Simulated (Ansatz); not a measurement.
# Y: substituted relatives

The task here is to estimate one member of a computed series from the others.

Computed with Ansatz 0.2.0 (DFT r2SCAN, scalar-relativistic, plane waves, PAW, unless a step's input says otherwise).

1 further run of the same task is left out (set aside as unsound or not needed). Runs told in other sessions of the task aren't counted.

### The system as given

It takes space group P6_3/mmc (No. 194, hexagonal). Conventional cell: a = 3.682 Å, b = 3.682 Å, c = 5.697 Å, α = 90.00°, β = 90.00°, γ = 120.00°. Y (site symmetry -6m2) has 12 Y at 3.55 to 3.68 Å in its first shell of neighbours.

Structure file:

```
CELL_PARAMETERS angstrom
3.68221 0.00000 0.00000
-1.84111 3.18889 0.00000
0.00000 0.00000 5.69696
ATOMIC_POSITIONS crystal
Y 0.33333 0.66667 0.25000
Y 0.66667 0.33333 0.75000
```

This cell was relaxed beforehand with the same method: volume 33.45 Å³/atom, gap on the mesh none (metal).

Set-up of the first run:

input.yaml reads:

```yaml
crystal:
  lattice:
    - [3.1658770091, 0.0, 0.0]
    - [-1.5829385045, 2.7417299151, 0.0]
    - [0.0, 0.0, 4.8981083569]
  atoms:
    - { symbol: V, position: [0.3333333333, 0.6666666667, 0.25], spin: 2.0 }
    - { symbol: V, position: [0.6666666667, 0.3333333333, 0.75], spin: 2.0 }
basis:
  ecutwfc: 500
kpoints:
  mp_grid: { grid: [6, 6, 4] }
hamiltonian:
  xc: r2scan
scf:
  occupations: { method: gaussian, width: 0.1 }
  lower_state_search: "off"
output:
  forces: true
  stress: true
  eigenvalues: true
  populations: true
magnetization:
  spin_polarized: true
```

Run with:

```
$ ansatz run input.yaml --threads 1 --pin off --max-ram 2560MiB --backend cpu --events-out ev --progress --plain --runs-dir out
```

Among the steps run: A first look at the start (V); Rough relaxation on the coarse mesh (V); Relaxing cell and atoms (V); A first look at the start (Bi); A loose first relaxation (Bi); Full relaxation (Bi).

One table of the session follows, with a row left open; its other results are not shown here.

It belongs to the step «The crystals compared». Lengths are those of the vectors of the cell that was run:

| swap | volume (Å³/atom) | a (Å) | b (Å) | c (Å) |
| --- | --- | --- | --- | --- |
| none | 33.45 | 3.682 | 3.682 | 5.697 |
| Y → Sr | ? | ? | ? | ? |
| Y → V | 13.63 | 2.597 | 2.597 | 4.666 |
| Y → Bi | 31.09 | 3.507 | 3.507 | 5.838 |

Estimate the missing values for Y → Sr.

The run gave: volume (Å³/atom): 57.14; a (Å): 4.306; b (Å): 4.306; c (Å): 7.115. In the column «volume (Å³/atom)» it is the highest.

Lengths are those of the computed cell. Rows of earlier swaps come from the sessions before.

To keep in mind: The magnetic state reached may not be the lowest one. Warnings in the runs' records: seeded moment not kept, stability check not made.
